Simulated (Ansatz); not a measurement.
## ScBe5, space group P6/mmm: a charge-density difference against the sublattices, step by step

With the Ansatz DFT code, driven from Python.

Run as a notebook:

```python
import ansatz
import numpy as np
```

```python
VECTORS = np.array([
    [4.53656049, 0.0, 0.0],
    [-2.26828025, 3.92877663, 0.0],
    [0.0, 0.0, 3.53031121],
])
SITES = [
    ("Sc", (0.0, 0.0, 0.0)),
    ("Be", (1 / 3, 2 / 3, 0.0)),
    ("Be", (2 / 3, 1 / 3, 0.0)),
    ("Be", (0.5, 0.0, 0.5)),
    ("Be", (0.5, 0.5, 0.5)),
    ("Be", (0.0, 0.5, 0.5)),
]
```

```python
def on_lattice(cell):
    crystal = ansatz.Crystal(lattice=ansatz.Lattice.of(cell))
    for symbol, position in SITES:
        crystal = crystal.atom(symbol, position)
    return crystal
```

```python
# same cell, cutoff and mesh for the crystal and its parts
def solve(crystal):
    return (
        crystal.calculation()
        .functional("LDA")
        .occupations("methfessel_paxton", width=0.15)
        .basis(460, grid_basis="typed")
        .kpoints(6, 6, 7)
        .density()
        .run(threads=1)
    )
```

```python
whole = solve(on_lattice(VECTORS))
difference = whole.density().channels[0].density_e_per_ang3.copy()
binding = whole.report["free_energy_ev"]
for element in ["Sc", "Be"]:
    part = ansatz.Crystal(lattice=ansatz.Lattice.of(VECTORS))
    for symbol, position in SITES:
        if symbol == element:
            part = part.atom(symbol, position)
    alone = solve(part)
    difference -= alone.density().channels[0].density_e_per_ang3
    binding -= alone.report["free_energy_ev"]
    print(f"{element} sublattice: {alone.report['n_electrons']:g} electrons, {alone.report['n_iterations']} iterations")
```

    Sc sublattice: 11 electrons, 6 iterations
    Be sublattice: 10 electrons, 5 iterations

```python
voxel = abs(np.linalg.det(VECTORS)) / difference.size
print(f"energy of the crystal less its unpolarised sublattices: {binding / len(SITES):.4f} eV/atom")
print(f"net charge of the difference {difference.sum() * voxel:.5f} e, charge rearranged {0.5 * np.abs(difference).sum() * voxel:.3f} e")
print(f"extremes {difference.min():.4f} and {difference.max():.4f} e/A^3")
for (symbol, position) in SITES:
    index = tuple(int(round(p * n)) % n for p, n in zip(position, difference.shape))
    print(f"  change of the pseudo-density at the grid point nearest {symbol}: {difference[index]:+.4f} e/A^3")
```

    energy of the crystal less its unpolarised sublattices: -1.1494 eV/atom
    net charge of the difference 0.00000 e, charge rearranged 0.588 e
    extremes -0.2027 and 0.0462 e/A^3
      change of the pseudo-density at the grid point nearest Sc: -0.0593 e/A^3
      change of the pseudo-density at the grid point nearest Be: -0.0227 e/A^3
      change of the pseudo-density at the grid point nearest Be: -0.0227 e/A^3
      change of the pseudo-density at the grid point nearest Be: -0.0197 e/A^3
      change of the pseudo-density at the grid point nearest Be: -0.0197 e/A^3
      change of the pseudo-density at the grid point nearest Be: -0.0197 e/A^3

What to keep in mind:
- No spin polarisation was allowed.
- The mesh is modest for a metal, so energies can be off by several to tens of meV an atom and pressures by half a GPa or more; differences at equal mesh fare better.
- The fields are valence quantities on the plane-wave grid; their values near the nuclei depend on the potentials.
- The structure comes from a database of computed cells and needn't be a stable or known phase.
- Charge moved counts every rearrangement, bonding and polarisation too, and is no transfer between atoms; the bare sublattices are artificial references. Values near the nuclei depend on the potentials.
- Run time: 3.8 s on 1 thread of Arm Neoverse V2 (shared host), peak memory 0.38 GiB.
